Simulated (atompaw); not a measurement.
**Tungsten: generating and testing a PAW (atompaw) potential**

Task: generate the file, and judge it by its logarithmic derivatives, its ghosts and its cutoff.

Program: atompaw 4.2.0.5. Reference atom: PBE, scalar-relativistic, spherical and spin-unpolarised. All values are calculated.

### 1 The design

The settings as typed:

```
element                 : tungsten (W, Z = 74)
type                    : PAW
frozen core             : [Xe]
valence charge          : 20
reference configuration : 4f14 5d4 6s2 6p0
partial waves           : 6s (bound): rc 3.00 bohr; 6s channel at 3.1 Ry: rc 2.85 bohr; 6p (bound, empty): rc 3.00 bohr; 6p channel at 3.05 Ry: rc 3.00 bohr; 5d (bound): rc 0.55 bohr; 5d channel at 3.15 Ry: rc 0.55 bohr; 4f (bound): rc 1.00 bohr; 4f channel at -1.75 Ry: rc 1.00 bohr
local potential         : ultrasoft scheme with l = 4 at 0.5 Ry, radius 2.95 bohr
core correction         : smooth core density matched at 2.15 bohr
augmentation charge     : besselshape compensation charge, radius 2.55 bohr; PAW radius 3.00 bohr; waves and projectors: custom polynom vanderbiltortho
```

The outer shells as boxes (Hund's rule for the drawing; the calculation is spin-unpolarised):

```
[Xe] core
4f [↑↓][↑↓][↑↓][↑↓][↑↓][↑↓][↑↓]
5d [↑ ][↑ ][↑ ][↑ ][  ]
6s [↑↓]
6p [  ][  ][  ]
```

### 2 The generation run

W.input

```
W 74
GGA-PBE scalarrelativistic loggrid 2001 logderivrange -4 5 226
6 6 5 4 0 0
6 1 0
5 2 4
0 0 0
c
c
c
c
c
v
c
c
c
c
v
c
c
v
v
3
3.00 2.55 2.95 2.15
y
3.1
n
y
3.05
n
y
3.15
n
y
-1.75
n
custom polynom vanderbiltortho besselshape
4 0.5 ultrasoft
3.00
2.85
3.00
3.00
0.55
0.55
1.00
1.00
PWSCFOUT
UPFDX 0.0125d0 UPFXMIN -7.d0 UPFZMESH 74.d0
END
```

Run with:

```sh
$ atompaw < W.input > W.log
```

Q: Predict the outcome of this session. Wanted: cutoffs for 10 and 1 mRy, occupied levels; bound ghosts; largest phase difference near zero energy, channels read; lowest eigenvalue of the overlap; share of valence orbitals outside the PAW sphere; UPF file.

As calculated:

```
                                                quantity                              value
               cutoffs for 10 and 1 mRy, occupied levels             300 Ry and over 300 Ry
                                            bound ghosts                         none found
largest phase difference near zero energy, channels read                          2.715 rad
         lowest eigenvalue of the overlap (Bessel basis)                          0.120 (s)
        share of valence orbitals outside the PAW sphere  6s 50 %, 6p 84 %, 5d 15 %, 4f 0 %
                                                UPF file                            written
```

What this shows: It counts as very hard, with 300 Ry needed at the looser tolerance. The tighter tolerance needs over 300 Ry, and converged work needs a cutoff nearer that. The slowest occupied level is 5d: taken alone it needs 300 Ry to come within 1 mRy, against 230 Ry for 4f. It is free of bound ghosts as far as tested. Near zero energy the largest phase difference among the channels read is 2.72 rad, in the f channel (at the energies tabulated). In the f channel the atom's pole at 2.94 Ry sits lower, at 0.59 Ry, in the pseudo curve. The pseudo curves have a pole with no partner nearby in the atom's: f at 0.59 Ry. At positive energy that is a spurious or a displaced resonance. These are tests on the free atom; a crystal test is still owed.
